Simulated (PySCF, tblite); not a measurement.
# C₅H₈O₂Si: geometry, infrared bands and NMR shifts

Aim: predict the infrared bands and NMR shifts of C₅H₈O₂Si (`CC#CC(=O)C[SiH2]O`).

The runs use tblite 0.8.0 and PySCF 2.14.0, with density-fitted response routines of our own; the level of theory stands in each step. All values are computed, except where a source is named. Atoms are numbered from 0 throughout.

### Step 1. The starting structure

16 atoms, charge 0, multiplicity 1; geometry from: force field or distance geometry start.

Bonds of the start (Å): C0–C1 1.48, C1–C2 1.19, C2–C3 1.46, C3–O4 1.21, C3–C5 1.52, C5–Si6 1.85, Si6–O7 1.65, C0–H8 1.09, C0–H9 1.09, C0–H10 1.09, C5–H11 1.10, C5–H12 1.11, Si6–H13 1.48, Si6–H14 1.49, O7–H15 0.96.

### Step 2. Geometry optimisation with GFN2-xTB

What the job is given:

```
{"job": {"kind": "relax", "xc": "GFN2-xTB", "basis": "xTB"}, "charge": 0, "multiplicity": 1}
C      3.795900     0.392500    -0.233700
C      2.323200     0.345800    -0.329800
C      1.138800     0.299100    -0.396300
C     -0.316000     0.264600    -0.504900
O     -0.876600     0.902200    -1.365300
C     -1.014300    -0.650100     0.481700
Si    -2.805900    -0.282400     0.731800
O     -3.679500    -0.289400    -0.668700
H      4.252100    -0.173000    -1.048100
H      4.132300    -0.030700     0.717500
H      4.139700     1.426700    -0.294400
H     -0.887500    -1.680600     0.127800
H     -0.504400    -0.572700     1.461700
H     -3.383000    -1.292000     1.653300
H     -2.971100     1.051100     1.373000
H     -3.351200     0.297700    -1.358000
```

Started as:

```sh
OMP_NUM_THREADS=1 python probes_run.py task.json out
```

This one command runs all jobs of the session in turn.

**Question.** This job is followed by: GFN2-xTB harmonic vibrations, gas phase; GIAO PBE0/pcSseg-1 NMR shielding, non-relativistic, gas phase. What will the session give for the following? strongest single infrared mode (GFN2-xTB); zero-point energy (GFN2-xTB); ¹³C shifts against TMS (PBE0/pcSseg-1); ¹H shifts against TMS (PBE0/pcSseg-1, means over atoms taken as alike); ¹⁷O shifts against H2O (PBE0/pcSseg-1); ²⁹Si shifts against TMS (PBE0/pcSseg-1).

**Answer**, as computed:

| quantity | value |
| --- | --- |
| strongest single infrared mode (GFN2-xTB) | 891 cm⁻¹, 515 km/mol |
| zero-point energy (GFN2-xTB) | 70.7 kcal/mol |
| ¹³C shifts against TMS (PBE0/pcSseg-1) | 194.1, 99.7, 87.3, 41.2, 5.2 ppm |
| ¹H shifts against TMS (PBE0/pcSseg-1, means over atoms taken as alike) | 5.02, 3.55, 2.51, 2.24 ppm |
| ¹⁷O shifts against H2O (PBE0/pcSseg-1) | 640.9, 13.6 ppm |
| ²⁹Si shifts against TMS (PBE0/pcSseg-1) | -30.8 ppm |

What this shows: The optimisation took 139 steps and gained 0.298 eV; among the close pairs (by a distance rule), C5–Si6 changed most, from 1.846 to 1.931 Å. The lowest mode is slightly imaginary (7i cm⁻¹), a soft motion within the noise of the Hessian, so the minimum is not strictly shown. The strongest single mode, at 891 cm⁻¹, moves mainly H15. GFN2-xTB is a fitted tight-binding method: band positions and strengths are rough. Its intensities can rank the bands wrongly. At PBE0/pcSseg-1: Shielding is most anisotropic at O4 (span 1232 ppm, paramagnetic term -707 ppm).
